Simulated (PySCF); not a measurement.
# SmF3(H2O): other functionals and bases at one geometry

An exercise on one series of results from a longer session: the logs are not shown, and one member is left open.

Program: PySCF 2.14.0. Level of theory: several levels, as the steps say, no spin–orbit coupling. These are calculated values, not measurements.

1 further run of the same task is left out (for a known fault of the program).

### The system as given

7 atoms, charge 0, spin multiplicity 1.

Bond lengths: Sm1–F2 2.074 Å, Sm1–F3 2.070 Å, Sm1–F4 2.074 Å, Sm1–O5 2.483 Å, O5–H6 0.965 Å, O5–H7 0.965 Å. Angles: F2–Sm1–F3 116.0°, F2–Sm1–F4 118.4°, F2–Sm1–O5 99.7°, F3–Sm1–F4 116.0°, F3–Sm1–O5 102.0°, F4–Sm1–O5 99.7°, Sm1–O5–H6 126.7°, Sm1–O5–H7 126.7°, H6–O5–H7 106.6°.

As a file:

```mol
F3H2OSm
  3D, bonds by distance, orders not assigned

  7  6  0  0  0  0  0  0  0  0999 V2000
    0.0891   -0.0925    0.0925 Sm  0  0
    1.1113    1.3704    1.1486 F   0  0
   -1.3240   -1.1618    1.1618 F   0  0
    1.1113   -1.1486   -1.3704 F   0  0
   -1.3316    1.3477   -1.3477 O   0  0
   -1.6659    2.2275   -1.1329 H   0  0
   -1.6659    1.1329   -2.2275 H   0  0
  1  2  8  0
  1  3  8  0
  1  4  8  0
  1  5  8  0
  5  6  8  0
  5  7  8  0
M  END
```

Formal oxidation states: Sm +3. Each metal's 5 4f electrons lie in its core potential, so multiplicities, spins and levels count the valence alone. An earlier session relaxed this geometry at PBE0, Sm lcecp-1-SVP with ECP51, F def2-SVP, O def2-SVP, H def2-SVP (singlet, point group Cs).

At PBE0 on the finer grid: E = -410.290527 Eh, HOMO -9.30 eV, LUMO -1.14 eV, Mulliken charge on Sm1 +1.22 e, largest force component 0.007 eV/Å. 

Levels to run: r2SCAN; revPBE; PBE0, TZVP. Hardware: 2 threads of Arm Neoverse V1, shared host.

Set-up of the first run:

The input, run.py (the lines that set the calculation):

```python
mol = gto.M(atom='''
Sm     0.08914    -0.09251     0.09251
F      1.11127     1.37036     1.14857
F     -1.32398    -1.16181     1.16181
F      1.11127    -1.14857    -1.37036
O     -1.33155     1.34766    -1.34766
H     -1.66588     2.22746    -1.13295
H     -1.66588     1.13295    -2.22746''',
    basis={'Sm': 'lcecp-1-SVP', 'F': 'def2-SVP', 'O': 'def2-SVP', 'H': 'def2-SVP'},
    ecp={'Sm': 'lcecp-1-SVP'},
    charge=0, spin=0)
mf = dft.RKS(mol, xc='R2SCAN')
mf.grids.atom_grid = (75, 302)  # f atoms: unpruned, at least (60, 302)
mf = mf.density_fit()  # fitting sets: Sm AutoAux, F def2-universal-JKFIT, O def2-universal-JKFIT, H def2-universal-JKFIT
mf.conv_tol = 1e-08; mf.max_cycle = 55
mf.kernel(dm0)  # dm0: the density of the relaxed state
```

Command:

```console
$ OMP_NUM_THREADS=2 python run.py
```

Among the steps run: r2SCAN; revPBE; PBE0, TZVP.

One table of the session follows, with a row left open; its other results are not shown here.

| level | HOMO (eV) | gap (eV) | charge on Sm1 (e) | dipole (D) | largest force component (eV/Å) |
| --- | --- | --- | --- | --- | --- |
| PBE0 (relaxed here) | -9.30 | 8.17 | 1.22 | 6.76 | 0.01 |
| r2SCAN | -7.79 | 6.57 | 1.18 | 6.69 | 0.11 |
| revPBE | -7.29 | 5.43 | 1.01 | 6.55 | 0.47 |
| PBE0, TZVP | ? | ? | ? | ? | ? |

Estimate the missing values for PBE0, TZVP.

The run gave: HOMO (eV): -9.51; gap (eV): 8.11; charge on Sm1 (e): 1.64; dipole (D): 6.76; largest force component (eV/Å): 0.23. In the column «HOMO (eV)» it is the lowest.

In one basis the HOMO–LUMO gap runs from 5.43 eV (revPBE) to 8.17 eV (PBE0). The largest leftover force, 0.47 eV/Å with revPBE, stands at a geometry relaxed at another level. With 4f in the core, its levels are missing from HOMO and gap, and its count is fixed, so no charge can pass from the ligands into it. Total energies of different levels can't be compared.
